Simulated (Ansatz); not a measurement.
**GeH3F (singlet): density functionals in cc-pVTZ**

One table from this session's results is given with a row withheld; the runs are named, their logs left out.

Method: cc-pVTZ, all electrons in the functionals, frozen cores in the correlation of double hybrids and RPA; program: Ansatz 0.2.0, Gaussian basis.

Plan: PBE, r2SCAN, B97M-V, PBE0, B3LYP, wB97M-V, B2PLYP, RPA-PBE.

1 further run of the same task is left out (for a known fault of the program).

## The system

The geometry is a PBE0/def2-TZVP stationary point (not a proven minimum). No spin-orbit coupling is included. The filled d shell of Ge may be among the frozen orbitals whatever the setting's name suggests; the logs give the count.

5 atoms, charge 0, spin multiplicity 1.

Atoms are counted from 1 here; the program's logs count them from 0.

Bond lengths: Ge1–F2 1.742 Å, Ge1–H3 1.533 Å, Ge1–H4 1.533 Å, Ge1–H5 1.533 Å. Angles: F2–Ge1–H3 106.2°, F2–Ge1–H4 106.2°, F2–Ge1–H5 106.2°, H3–Ge1–H4 112.5°, H3–Ge1–H5 112.5°, H4–Ge1–H5 112.5°.

No dispersion term is added; B97M-V, wB97M-V hold VV10 nonlocal correlation. B3LYP takes the VWN-RPA correlation.

Set-up of the first run:

The input, in.yaml:

```yaml
crystal:
  periodic: [false, false, false]
  atoms:
    - {symbol: Ge, position_ang: [-0.335893, -0.002403, 0.001544]}
    - {symbol: F, position_ang: [1.406007, 0.010057, -0.006463]}
    - {symbol: H, position_ang: [-0.775318, 1.466462, 0.004484]}
    - {symbol: H, position_ang: [-0.753666, -0.742234, 1.277782]}
    - {symbol: H, position_ang: [-0.765397, -0.740640, -1.271719]}
basis:
  gaussian: {orbitals: cc-pVTZ}
hamiltonian: {xc: {name: PBE}}
output: {orbitals: {seedname: orbitals}}
```

On the command line:

```console
> ansatz run in.yaml --threads 1 --pin off --events-out ev --progress --plain --max-ram 4096MiB --backend cpu
```

Steps of the session up to this table: PBE (restricted); r2SCAN (restricted); B97M-V (restricted); PBE0 (restricted); B3LYP (restricted); wB97M-V (restricted); B2PLYP (restricted); RPA-PBE.

One of the session's tables, all rows but one given; the rest of the session is left out.

```
   method  atomisation energy (kcal/mol)
      PBE                          330.3
   r2SCAN                          334.3
   B97M-V                          340.0
     PBE0                              ?
    B3LYP                          330.3
  wB97M-V                          332.2
   B2PLYP                          330.0
  RPA-PBE                          310.8
RCCSDT(Q)                          327.9
```

Q: Estimate the row for PBE0 from the others.

As computed: atomisation energy (kcal/mol): 325.6. In the column «atomisation energy (kcal/mol)» it lies between RPA-PBE (310.8) and RCCSDT(Q) (327.9).

Some runs used a GPU and others CPU threads alone, so the times don't compare the methods' cost.
